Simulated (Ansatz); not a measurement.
The system is HfIn4SiO6.

```
CELL_PARAMETERS angstrom
5.33162 0.01593 -0.04837
-2.57933 4.88198 -0.01914
-1.51813 -1.22216 9.45525
ATOMIC_POSITIONS crystal
Hf 0.23802 0.06928 0.40279
In 0.14547 0.57471 0.87038
In 0.52445 0.72220 0.34881
In 0.57313 0.31316 0.12096
In 0.88250 0.38531 0.56415
Si 0.88112 0.94770 0.03773
O 0.26442 0.40613 0.48868
O 0.95713 0.78886 0.48788
O 0.83989 0.63938 0.98584
O 0.99055 0.00270 0.21370
O 0.13665 0.20373 0.97864
O 0.56667 0.94684 0.00044
```

The cell was built by a generator and needn't be a form met in nature.

- Program: Ansatz 0.2.0
- Task: relaxation of cell and atoms
- Functional: PBE
- Dispersion: D3(BJ)
- Potentials or basis: Ansatz PAW
- Cutoff: 420 eV (not typed: the program's choice for these potentials)
- k mesh: 4 × 4 × 2
- Occupations: fermi-dirac, width 0.05 eV
- Spin: no spin polarisation

At the start: volume 20.49 Å³/atom.

Task: Where does the relaxation end?

Result: It ends after 11 steps and the volume is 19.64 Å³/atom (-4.2 %); space group P1 (No. 1, to 0.05 Å).

The path:
| step | energy change (eV) | largest force (eV/Å) | volume (Å³) |
| --- | --- | --- | --- |
| 1 | 0.0000 | 0.0352 | 245.86 |
| 2 | -0.0501 | 0.1470 | 238.99 |
| 3 | -0.0580 | 0.1196 | 236.90 |
| 4 | -0.0607 | 0.0439 | 236.49 |
| 5 | -0.0611 | 0.0322 | 236.41 |
| 6 | -0.0611 | 0.0059 | 236.44 |
| 7 | -0.0454 | 0.0063 | 236.44 |
| 8 | -0.0462 | 0.0206 | 236.09 |
| 9 | -0.0474 | 0.0190 | 235.61 |
| 10 | -0.0474 | 0.0049 | 235.65 |
| 11 | -0.0459 | 0.0049 | 235.65 |

Final structure:
```
CELL_PARAMETERS angstrom
5.28654 0.01809 -0.03416
-2.55523 4.79672 -0.00642
-1.48224 -1.16535 9.29102
ATOMIC_POSITIONS crystal
Hf 0.23306 0.06785 0.40665
In 0.15413 0.57747 0.86698
In 0.51620 0.72176 0.34302
In 0.58104 0.31215 0.12521
In 0.87119 0.37599 0.56784
Si 0.88681 0.94923 0.03560
O 0.26131 0.41051 0.49203
O 0.94247 0.78482 0.49156
O 0.84812 0.63729 0.98620
O 0.98632 0.00701 0.21421
O 0.14854 0.20755 0.97609
O 0.57082 0.94839 0.99462
```

Caveat: the plane-wave basis is chosen anew once the cell has moved, so the energies of steps on either side of that aren't comparable; the pressure holds a Pulay correction of +0.3 GPa for the finite cutoff.
